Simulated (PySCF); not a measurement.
# (H2B-mu-NHMe)2: geometry, NMR shifts, electronic excitations, spin-spin couplings and core binding energies

Wanted: the NMR shifts, electronic excitations, spin-spin couplings and core binding energies of (H2B-mu-NHMe)2, by calculation.

Computed with PySCF 2.14.0, with density-fitted response routines of our own, on a single molecule in the gas phase. Atoms count from 0, in the outputs and in this text.

### 1 The molecule as given

18 atoms, charge 0, multiplicity 1; geometry from: GFN2-xTB. The atoms were then displaced at random by about 0.03 Å, so the start is not that level's minimum.

Bonds of the start (Å): B0–H1 1.13, B0–H2 1.11, B0–N3 1.62, B0–N8 1.63, N3–C4 1.37, N3–B5 1.68, N3–H10 1.09, C4–H11 1.13, C4–H12 1.17, C4–H13 1.04, B5–H6 1.16, B5–H7 1.19, B5–N8 1.55, N8–C9 1.47, N8–H14 1.06, C9–H15 1.07, C9–H16 1.12, C9–H17 1.12.

### 2 Relaxing the molecule at PBE0-D3(BJ)/def2-SVP

Job settings and geometry (Å):

```
{"job": {"xc": "PBE0", "basis": "def2-SVP", "d3": "d3bj", "grid": 1, "maxiter": 40, "shake": 0.03, "kind": "geom"}, "charge": 0, "multiplicity": 1}
B      0.631030    -1.142330     0.243040
H      0.438560    -2.173600     0.674030
H      1.587260    -0.822080    -0.220920
N      0.146510     0.047560     1.233230
C      0.914770     1.145000     1.507960
B     -1.182920     0.297850     0.244710
H     -2.166180    -0.111530     0.714490
H     -1.157030     1.411370    -0.174930
N     -0.589370    -0.723380    -0.754290
C     -0.209340    -0.232290    -2.089370
H     -0.281180    -0.370150     2.149370
H      1.816660     0.839710     2.123400
H      0.310310     1.960270     2.085100
H      1.210730     1.616090     0.626410
H     -1.211100    -1.564330    -0.955100
H      0.333730    -0.941110    -2.671710
H      0.458810     0.666750    -1.992180
H     -1.107550     0.113140    -2.665510
```

Command:

```
OMP_NUM_THREADS=1 python probes_run.py task.json out
```

One launch serves the whole session: the jobs run in the order shown.

**Question.** This job is followed by: GIAO PBE0/pcSseg-1 NMR shielding, non-relativistic, gas phase; TDDFT PBE0/def2-SVPD, vertical, gas phase, core orbitals frozen in the response; B3LYP/pcJ-1 indirect spin-spin coupling, non-relativistic, gas phase; GIAO KT2/pcSseg-1 NMR shielding, non-relativistic, gas phase; delta-SCF UKS SCAN, pcX-2 on the ionised atom (unc-x2c-TZVPall on a metal), pcseg-1 elsewhere, spin-free X2C. What will the session give for the following? point group; rotational constants (main isotopes); 13C shifts against TMS (PBE0/pcSseg-1, means over atoms taken as alike); 1H shifts against TMS (PBE0/pcSseg-1, means over atoms taken as alike); 11B shifts against BF3·OEt2 (PBE0/pcSseg-1, means over atoms taken as alike); 15N shifts against NH3 (PBE0/pcSseg-1, means over atoms taken as alike); surface potential, 1st and 99th percentile; lowest singlet (PBE0/def2-SVPD); brightest single state of those computed; lowest triplet; largest coupling of the table (B3LYP/pcJ-1); B1s binding energies, SCAN/pcX-2; N1s binding energies, SCAN/pcX-2; C1s binding energies, SCAN/pcX-2; range of the shift of N3.

The runs gave:

| quantity | value |
| --- | --- |
| point group | C2v |
| rotational constants (main isotopes) | 6.24, 2.33, 2.29 GHz |
| 13C shifts against TMS (PBE0/pcSseg-1, means over atoms taken as alike) | 42.6 ppm |
| 1H shifts against TMS (PBE0/pcSseg-1, means over atoms taken as alike) | 3.12, 2.34, 1.31 ppm |
| 11B shifts against BF3·OEt2 (PBE0/pcSseg-1, means over atoms taken as alike) | -7.0 ppm |
| 15N shifts against NH3 (PBE0/pcSseg-1, means over atoms taken as alike) | 24.0 ppm |
| surface potential, 1st and 99th percentile | -1.01 V and 1.61 V |
| lowest singlet (PBE0/def2-SVPD) | 6.99 eV (177 nm), f = 0.014 |
| brightest single state of those computed | state 3, 7.42 eV, f = 0.051 |
| lowest triplet | 6.79 eV |
| largest coupling of the table (B3LYP/pcJ-1) | 1J(C,H) C4–H11, 142.7 Hz |
| B1s binding energies, SCAN/pcX-2 | B0 194.83 eV |
| N1s binding energies, SCAN/pcX-2 | N3 405.57 eV |
| C1s binding energies, SCAN/pcX-2 | C4 291.73 eV |
| range of the shift of N3 | 24.0 to 32.1 ppm |

In words: The start was shaken at random, so part of the energy gained undoes that. Over 5 steps the energy fell by 1.056 eV; of the close pairs, B0–H2 changed most, 1.110 to 1.220 Å. At PBE0/pcSseg-1: The largest span, 57 ppm, is at C4, C9, where the paramagnetic term is -102 ppm. The first singlet state (HOMO→LUMO 0.97) lies at 6.99 eV and is weak; of the 10 states computed, the strongest absorption comes from state 3 at 7.42 eV. The lowest triplet lies 0.19 eV below the lowest singlet (triplets in Tamm-Dancoff, singlets in full TDDFT). In the run at B3LYP/pcJ-1, the largest coupling of the table is C4–H11 (mean over like pairs), 142.7 Hz, of which the Fermi-contact term gives 141.4 Hz. In ppm, N3 (with its like atoms) moves most: its shift spreads over 8.1 ppm, from 24.0 (PBE0/pcSseg-1) to 32.1 (KT2/pcSseg-1).
